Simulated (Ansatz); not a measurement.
Runs of Ansatz 0.2.0 on Ba2Tl5V3O12. Symmetry: C2, No. 5, monoclinic system. The conventional cell has a = 12.980 Å, b = 13.354 Å, c = 6.079 Å, α = 90.00°, β = 109.30°, γ = 90.00°. Around Ba (site symmetry 2) lie 6 O at 2.58 to 2.76 Å. Ba (site symmetry 2) has 8 O at 2.76 to 3.03 Å as nearest neighbours. V (site symmetry 1) has 4 O at 1.72 to 1.75 Å as nearest neighbours. V (site symmetry 2) is surrounded by 4 O at 1.71 to 1.76 Å. Around Tl (site symmetry 1) lie 3 O at 2.57 to 2.74 Å. Tl (site symmetry 2) has 4 O at 2.66 to 2.69 Å as nearest neighbours. Around Tl (site symmetry 1) lie 3 O at 2.55 to 2.75 Å. O (site symmetry 1) is surrounded by 1 V at 1.75 Å. The cell was built by a generator and needn't be a form met in nature.

| task | level | U | cell | k mesh | cutoff (eV) | points for each segment of the path | hubbard projectors | double counting | gap on the mesh (eV) | pressure (GPa) | moment (μB) | relaxed volume (Å³/atom) | largest force (eV/Å) |
| --- | --- | --- | --- | --- | --- | --- | --- | --- | --- | --- | --- | --- | --- |
| band structure | r2SCAN | - | as given | 3 × 3 × 5 | 500 | 10 | - | - | 3.24 | (a) | 0.00 | - | 0.45 |
| band structure | PBEsol | - | as given | 3 × 3 × 5 | 420 | 10 | - | - | 2.86 | -2.7 | 0.00 | - | 0.32 |
| relaxation of cell and atoms | PBEsol | - | relaxed | 2 × 2 × 4 | 420 | - | - | - | 2.72 | 0.0 | 0.00 | 20.71 | 0.01 |
| projected density of states | PBE+U | V d U = 6 eV | as given | 3 × 3 × 5 | 420 | - | ortho-atomic (the default) | fll (the default) | (b) | 0.5 | 0.00 | - | 0.25 |
| relaxation of cell and atoms | PBE+D3(BJ)+ATM | - | relaxed | 2 × 2 × 4 | 420 | - | - | - | 2.75 | 0.0 | 0.00 | (c) | - |
| relaxation of cell and atoms | PBE+D4 | - | relaxed | 2 × 2 × 4 | 420 | - | - | - | 2.79 | 0.0 | 0.00 | (d) | - |
| relaxation of cell and atoms | r2SCAN+rVV10 | - | relaxed | 2 × 2 × 4 | 500 | - | - | - | 2.98 | 0.0 | 0.00 | 19.89 | 0.01 |

Alike in all rows: potentials or basis Ansatz PAW; spin collinear, ferromagnetic start; smearing fermi-dirac 0.05 eV.

Fill in the values left out.

(a) -2.1; (b) 2.94; (c) 21.17; (d) 21.35.

Caveats: spin-orbit coupling is left out, which as a rule narrows the gap of such compounds by several tenths of an eV; the PAW data sets come from PBE, with cores solved anew for the run's functional, which leaves a small shift of forces and pressure (some runs); the plane-wave basis is chosen anew once the cell has moved, so the energies of steps on either side of that aren't comparable (some runs); the magnetic or orbital state may not be the lowest (some runs); odd divisions of the mesh miss points on the zone boundary, where band edges often lie, so the gap on the mesh can be too wide (some runs); the density of states is complete only up to the lowest level of the last band computed (some runs).

A k mesh can miss the band edges, and the runs leave out spin-orbit coupling on Ba, Tl.

Not every run made on this cell is shown here.
